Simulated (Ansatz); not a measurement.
# TiTe2: further runs on the relaxed cell

Aim: for TiTe2, relax it again with other functionals.

Computed with Ansatz 0.2.0 (DFT PBE+D3(BJ), scalar-relativistic, plane waves, PAW, unless a step's input says otherwise).

2 further runs of the same task are left out: 2 set aside as unsound or not needed.

## (1) The structure to begin with

It takes space group P-3m1 (No. 164, trigonal). Conventional cell: a = 3.696 Å, b = 3.696 Å, c = 6.384 Å, α = 90.00°, β = 90.00°, γ = 120.00°. Ti (site symmetry -3m) is surrounded by 6 Te at 2.75 Å. Te (site symmetry 3m) is surrounded by 3 Ti at 2.75 Å.

Coordinates:

```cif
data_structure
_symmetry_space_group_name_H-M 'P 1'
_symmetry_Int_Tables_number 1
_cell_length_a 3.6960
_cell_length_b 3.6960
_cell_length_c 6.3839
_cell_angle_alpha 90.000
_cell_angle_beta 90.000
_cell_angle_gamma 120.000
_cell_volume 75.52
loop_
_atom_site_label
_atom_site_type_symbol
_atom_site_fract_x
_atom_site_fract_y
_atom_site_fract_z
_atom_site_occupancy
Ti1 Ti 0.00000 0.00000 0.00000 1
Te1 Te 0.66667 0.33333 0.27121 1
Te2 Te 0.33333 0.66667 0.72879 1
```

This cell was relaxed beforehand with the same method: volume 25.17 Å³/atom, gap on the mesh none (metal).

## (2) The cell under PBEsol

input.yaml reads:

```yaml
crystal:
  lattice:
    - [3.6960163674, 0.0, 0.0]
    - [-1.8480081837, 3.200844067, 0.0]
    - [0.0, 0.0, 6.3838697887]
  atoms:
    - { symbol: Ti, position: [0.0, 0.0, 0.0] }
    - { symbol: Te, position: [0.6666666667, 0.3333333333, 0.2712099107] }
    - { symbol: Te, position: [0.3333333333, 0.6666666667, 0.7287900893] }
basis:
  ecutwfc: 420
kpoints:
  mp_grid: { grid: [12, 12, 8] }
hamiltonian:
  xc: pbesol
scf:
  occupations: { method: gaussian, width: 0.1 }
output:
  forces: true
  stress: true
  eigenvalues: true
relax:
  adjacent_minimum: "off"
  f_tol: 0.005
  max_steps: 50
  cell: { stress_tol: 0.05 }
```

Command:

```sh
> ansatz run input.yaml --threads 1 --pin off --max-ram 2560MiB --backend cpu --events-out ev --progress --plain --runs-dir out
```

## (3) The cell under PBE

Edit input.yaml of step 2 so:

```diff
@@ -14,3 +14,3 @@
 hamiltonian:
-  xc: pbesol
+  xc: pbe
 scf:
```

(Steps that only read results are left out.)

Q: Predict the outcome of this session.

**Answer**, as computed:

The volumes rise in the order PBE+D3(BJ), PBEsol, PBE, over 12.7 %. PBEsol comes nearest to the reported cell (-5.0 %). The runs treat Te without spin-orbit coupling. Layers here are held mostly by dispersion, which this level lacks, so their spacing and the stiffness across them are unreliable there.
